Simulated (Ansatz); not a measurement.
**C₃H₉AlOS: up Jacob's ladder to CCSD(T)**

One table from this session's results is given with a row withheld; the runs are named, their logs left out.

Computed with Ansatz 0.2.0, Gaussian basis. Level: functionals in def2-TZVPP, the program's frozen cores in correlated methods.

Levels to be run: PBE-D4, r2SCAN-D4, PBE0-D4, B3LYP-D4, ωB97X-V, ωB97M-V, B2PLYP; CCSD(T)/def2-TZVPP; MP2/def2-QZVPP; extrapolation to the limit.

### The geometry

All runs share one geometry, relaxed beforehand with PBE0-D4 in a triple-zeta def2 set.

SMILES `C[CH2][Al]([SH])[O]C`, 15 atoms, charge 0, spin multiplicity 1.

Atoms are counted from 1 here; the program's logs count them from 0.

Bond lengths: C1–C2 1.529 Å, C1–H7 1.093 Å, C1–H8 1.094 Å, C1–H9 1.093 Å, C2–Al3 1.945 Å, C2–H10 1.097 Å, C2–H11 1.097 Å, Al3–S4 2.194 Å, Al3–O5 1.684 Å, S4–H12 1.344 Å, O5–C6 1.393 Å, C6–H13 1.095 Å, C6–H14 1.098 Å, C6–H15 1.095 Å. Angles: C2–C1–H7 111.8°, C2–C1–H8 111.8°, C2–C1–H9 111.8°, H7–C1–H8 107.2°, H7–C1–H9 106.8°, H8–C1–H9 107.2°, C1–C2–Al3 114.9°, C1–C2–H10 110.5°, C1–C2–H11 110.5°, Al3–C2–H10 107.8°, Al3–C2–H11 107.8°, H10–C2–H11 104.8°, C2–Al3–S4 119.8°, C2–Al3–O5 120.5°, S4–Al3–O5 119.7°, Al3–S4–H12 93.5°, Al3–O5–C6 138.3°, O5–C6–H13 110.3° and more.

The first run:

in.yaml

```yaml
crystal:
  periodic: [false, false, false]
  atoms:
    - {symbol: C, position_ang: [-1.568232, 0.671556, -2.178436]}
    - {symbol: C, position_ang: [-1.199345, 1.003111, -0.732471]}
    - {symbol: Al, position_ang: [0.154854, -0.152171, 0.051599]}
    - {symbol: S, position_ang: [1.023163, -1.778873, -1.137284]}
    - {symbol: O, position_ang: [0.667534, 0.087358, 1.637305]}
    - {symbol: C, position_ang: [1.565938, -0.481402, 2.537039]}
    - {symbol: H, position_ang: [-0.703526, 0.741529, -2.843665]}
    - {symbol: H, position_ang: [-2.332419, 1.349597, -2.569324]}
    - {symbol: H, position_ang: [-1.958797, -0.345007, -2.274377]}
    - {symbol: H, position_ang: [-0.843948, 2.037662, -0.653871]}
    - {symbol: H, position_ang: [-2.087284, 0.962387, -0.090147]}
    - {symbol: H, position_ang: [1.828827, -2.187818, -0.141840]}
    - {symbol: H, position_ang: [2.308122, 0.259946, 2.851720]}
    - {symbol: H, position_ang: [2.107322, -1.337770, 2.112886]}
    - {symbol: H, position_ang: [1.037780, -0.830104, 3.430847]}
basis:
  gaussian: {orbitals: def2-TZVPP}
hamiltonian: {xc: pbe, dispersion: d4}
output: {forces: true, orbitals: {seedname: orbitals}}
```

Started as:

```console
$ ansatz run in.yaml --threads 2 --pin off --events-out ev --progress --plain --max-ram 22528MiB --backend cuda --devices 0, --max-vram 18GiB
```

Among the steps run: PBE-D4 (GGA); r2SCAN-D4 (meta-GGA); PBE0-D4 (hybrid); B3LYP-D4 (hybrid); ωB97X-V (range-separated); ωB97M-V (range-separated); B2PLYP (double hybrid); CCSD(T) in def2-TZVPP; MP2 in def2-QZVPP.

One of the session's tables, all rows but one given; the rest of the session is left out.

```
            method  atomisation energy (kcal/mol)
            PBE-D4                         1358.8
         r2SCAN-D4                         1345.2
           PBE0-D4                              ?
          B3LYP-D4                         1338.2
           ωB97X-V                         1343.4
           ωB97M-V                         1344.9
            B2PLYP                         1325.1
     HF/def2-TZVPP                          996.4
    MP2/def2-TZVPP                         1326.2
   CCSD/def2-TZVPP                         1291.5
CCSD(T)/def2-TZVPP                         1309.0
           MP2/CBS                         1359.0
       CCSD(T)/CBS                         1341.7
```

**Question.** Estimate the row for PBE0-D4.

The run gave: atomisation energy (kcal/mol): 1340.9. In the column «atomisation energy (kcal/mol)» it lies between B3LYP-D4 (1338.2) and CCSD(T)/CBS (1341.7).
